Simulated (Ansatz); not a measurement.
**WN+ (triplet): from Hartree-Fock to the top rungs, def2-QZVPP**

An exercise on one series of results from a longer session: the logs are not shown, and one member is left open.

Computed with Ansatz 0.2.0, Gaussian basis. Level: def2-QZVPP, core rule «outside noble gas», up to 5 orbitals frozen.

Plan: UHF; ROHF; CCSD(T) on UHF.

2 further runs of the same task are left out: 2 set aside as unsound or not needed.

## The geometry

The geometry is a PBE0/def2-TZVP stationary point (not a proven minimum) of the parent state, kept for this charge and spin. No spin-orbit coupling is included. Elements past krypton take def2 core potentials.

2 atoms, charge 1, spin multiplicity 3.

Atoms are counted from 1 here; the program's logs count them from 0.

Bond lengths: W1–N2 1.646 Å.

As a file:

```
W     0.0000    0.0000    0.0000
N     0.0000    0.0000    1.6462
```

The first run:

The input, in.yaml:

```yaml
crystal:
  periodic: [false, false, false]
  atoms:
    - {symbol: W, position_ang: [0.000000, 0.000000, 0.000000]}
    - {symbol: N, position_ang: [0.000000, 0.000000, 1.646222]}
basis:
  gaussian: {orbitals: "def2-QZVPP.json"}
total_charge: 1
magnetization: {spin_polarized: true, initial_magnetization: 2}
hamiltonian: {xc: hf}
output: {orbitals: {seedname: orbitals}}
```

On the command line:

```bash
> ansatz run in.yaml --threads 1 --pin off --events-out ev --progress --plain --max-ram 2560MiB --backend cpu
```

Steps of the session up to this table: UHF; ROHF; CCSD(T) on UHF.

One table of the session follows, with a row left open; its other results are not shown here.

| method | from UCCSD(T) (kJ/mol) |
| --- | --- |
| ROHF | +1052.9 |
| UHF | +951.2 |
| UMP2 | +168.1 |
| UCCSD | ? |
| UCCSD(T) | 0 |

Q: Estimate the row for UCCSD from the others.

As computed: from UCCSD(T) (kJ/mol): +59.0. In the column «from UCCSD(T) (kJ/mol)» it lies between UCCSD(T) (0) and UMP2 (+168.1).

The program flags UCCSD(T) as in doubt (see the logs), so the zero of the table is itself unsure.

Caveats from the session: The determinant is far from a pure spin state, so its energy mixes those of several spin states (harmless only where they are near-degenerate, as at dissociation). The program flags UCCSD(T) as in doubt, so the zero of the table is itself unsure.
